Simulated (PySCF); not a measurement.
**A diatomic session: PbF+**

One table from this session's results is given with a row withheld; the runs are named, their logs left out.

Computed with PySCF 2.14.0. Level: Pb def2-SVPD with ECP60, F def2-SVPD, scalar-relativistic core potentials.

Set-up of the first run:

Settings of the job:

```
atoms                         : Pb, F
charge                        : 1
basis                         : Pb def2-SVPD with ECP60, F def2-SVPD
Hamiltonian                   : scalar-relativistic core potentials
basis functions               : 55
electrons treated             : 30
masses in u                   : 207.9766, 18.9984
levels                        : PBE0, PBE, r²SCAN, M06-2X, revPBE, BP86, HSE06, HF, MP2, SCS-MP2, CCSD, CCSD(T)
grid                          : 80 radial by 434 angular points
occupations                   : held fixed by the projection of orbital angular momentum
dissociation limit            : Pb+ + F, each in its ground configuration
starting distance in angstrom : 2.110
values of 2S to try           : 0, 2
```

The run is started by

```console
$ OMP_NUM_THREADS=1 python dia.py task.json out
```

Among the steps run: The job; First curve: PBE0; Excited determinants; PBE (GGA); r²SCAN (meta-GGA); M06-2X (hybrid meta-GGA); revPBE (GGA); BP86 (GGA); HSE06; RHF (mean field); Correlated methods on the Hartree–Fock reference.

One of the session's tables, all rows but one given; the rest of the session is left out.

It belongs to the step «The curves together». Energy (eV) from each level's lowest point:

```
R (Å)    RHF  RHF-MP2  RHF-SCS-MP2  RHF-CCSD  RHF-CCSD(T)
1.733  1.340    1.528        1.540       n/a          n/a
1.813  0.546    0.675        0.684     0.656        0.687
1.894  0.137    0.212        0.216     0.201        0.219
1.955  0.012    0.048        0.050     0.042        0.052
2.015  0.000    0.000        0.000     0.000        0.000
2.075  0.074    0.041        0.038     0.046        0.036
2.156      ?        ?            ?         ?            ?
2.257  0.614    0.493        0.483     0.512        0.472
2.378  1.112    0.942        0.926     0.968        0.907
2.539  1.828    1.601        1.578       n/a          n/a
```

**Question.** Estimate the row for R (Å) = 2.156.

Worked estimate for «RHF». A straight line through the neighbours (2.075, 0.074) and (2.257, 0.614) gives 0.074 + (0.614 − 0.074) × (2.156 − 2.075) / (2.257 − 2.075) = 0.314; a parabola fitted to 4 rows on both sides gives 0.281.

**Answer.** RHF: 0.269; RHF-MP2: 0.194; RHF-SCS-MP2: 0.189; RHF-CCSD: 0.206; RHF-CCSD(T): 0.183. In «RHF» the line misses by +0.045 and the parabola by +0.012.
